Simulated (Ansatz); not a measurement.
# CH5AlClGa: ionisation energy by level of theory

Aim: the vertical ionisation energy of CH5AlClGa, as cation minus neutral at the neutral's geometry, on several levels, and how well −ε(HOMO) stands in for it.

Computed with Ansatz 0.2.0, Gaussian basis. Level: unrestricted cation, the program's frozen cores in correlated methods.

The runs, in order: UKS PBE-D4/def2-TZVPP; UKS r2SCAN-D4/def2-TZVPP; UKS PBE0-D4/def2-TZVPP; UKS B3LYP-D4/def2-TZVPP; UKS wB97X-V/def2-TZVPP; UKS wB97M-V/def2-TZVPP; UKS B2PLYP/def2-TZVPP; UHF-CCSD(T)/def2-TZVPP; UHF-MP2/def2-QZVPP; extrapolation to the limit; then −ε(HOMO) from the neutral's earlier runs with LDA (SPW92), PBE-D4, revPBE-D4, BLYP-D4, r2SCAN-D4, B97M-V, PBE0-D4, B3LYP-D4, r2SCANh-D4, r2SCAN0-D4, HSE06-D4, BHLYP-D4, CAM-B3LYP-D4, LC-ωPBE, ωB97X-V, ωB97M-V.

### 1 Structure used throughout

All runs share one geometry, relaxed beforehand with PBE0-D4/def2-TZVP.

SMILES `[CH3][Al]([Cl])[GaH2]`, 9 atoms, charge 0, spin multiplicity 1.

Atoms are counted from 1 here; the program's logs count them from 0.

Bond lengths: C1–Al2 1.946 Å, C1–H5 1.093 Å, C1–H6 1.095 Å, C1–H7 1.095 Å, Al2–Cl3 2.122 Å, Al2–Ga4 2.513 Å, Ga4–H8 1.578 Å, Ga4–H9 1.578 Å. Angles: Al2–C1–H5 113.1°, Al2–C1–H6 110.3°, Al2–C1–H7 110.1°, H5–C1–H6 108.2°, H5–C1–H7 108.1°, H6–C1–H7 106.8°, C1–Al2–Cl3 115.7°, C1–Al2–Ga4 130.8°, Cl3–Al2–Ga4 113.5°, Al2–Ga4–H8 122.4°, Al2–Ga4–H9 122.4°, H8–Ga4–H9 115.3°.

### 2 Cation, UKS PBE-D4/def2-TZVPP

File in.yaml:

```yaml
crystal:
  periodic: [false, false, false]
  atoms:
    - {symbol: C, position_ang: [0.085045, 1.276104, -1.282425]}
    - {symbol: Al, position_ang: [0.558303, 0.096722, 0.191749]}
    - {symbol: Cl, position_ang: [2.521012, 0.329725, 0.963173]}
    - {symbol: Ga, position_ang: [-0.772264, -1.688175, 1.357327]}
    - {symbol: H, position_ang: [-0.941260, 1.137288, -1.630507]}
    - {symbol: H, position_ang: [0.207280, 2.322716, -0.985239]}
    - {symbol: H, position_ang: [0.757539, 1.107957, -2.130232]}
    - {symbol: H, position_ang: [-0.761389, -3.193951, 0.884923]}
    - {symbol: H, position_ang: [-1.654265, -1.388396, 2.631231]}
basis:
  gaussian: {orbitals: def2-TZVPP}
total_charge: 1
magnetization: {spin_polarized: true, initial_magnetization: 1}
hamiltonian: {xc: pbe, dispersion: d4}
```

Launch:

```console
$ ansatz run in.yaml --threads 2 --pin off --events-out ev --progress --plain --max-ram 32768MiB --backend cpu
```

Further steps of the session: Cation, UKS r2SCAN-D4/def2-TZVPP; Cation, UKS PBE0-D4/def2-TZVPP; Cation, UKS B3LYP-D4/def2-TZVPP; Cation, UKS wB97X-V/def2-TZVPP; Cation, UKS wB97M-V/def2-TZVPP; Cation, UKS B2PLYP (frozen core)/def2-TZVPP; Cation, UHF-CCSD(T)/def2-TZVPP; Cation, UHF-MP2/def2-QZVPP.

**Question.** What will the summary of the whole plan be? Wanted: ionisation energy, CCSD(T)/CBS; nearest functional by difference; nearest −ε(HOMO); −ε(HOMO) of PBE; T1 of the cation.

The runs gave:

```
                        quantity               value
  ionisation energy, CCSD(T)/CBS             9.22 eV
nearest functional by difference  ωB97X-V (-0.13 eV)
                nearest −ε(HOMO)  ωB97X-V (-0.02 eV)
                 −ε(HOMO) of PBE             5.97 eV
                T1 of the cation               0.017
```

**Reading.** By cation minus neutral, the functionals miss by 0.59 eV at most. The PBE orbital energy is 3.2 eV too small: a semilocal HOMO is no ionisation energy. Among orbital estimates ωB97X-V comes nearest. Hartree-Fock falls 0.80 eV short, as the neutral has more correlation energy than the cation. Correlated methods include outer-core shells of Ga, which these sets cover unevenly. With outer-core shells in play the reference is unsure by up to some tenths of an eV, so close misses can't be ranked.
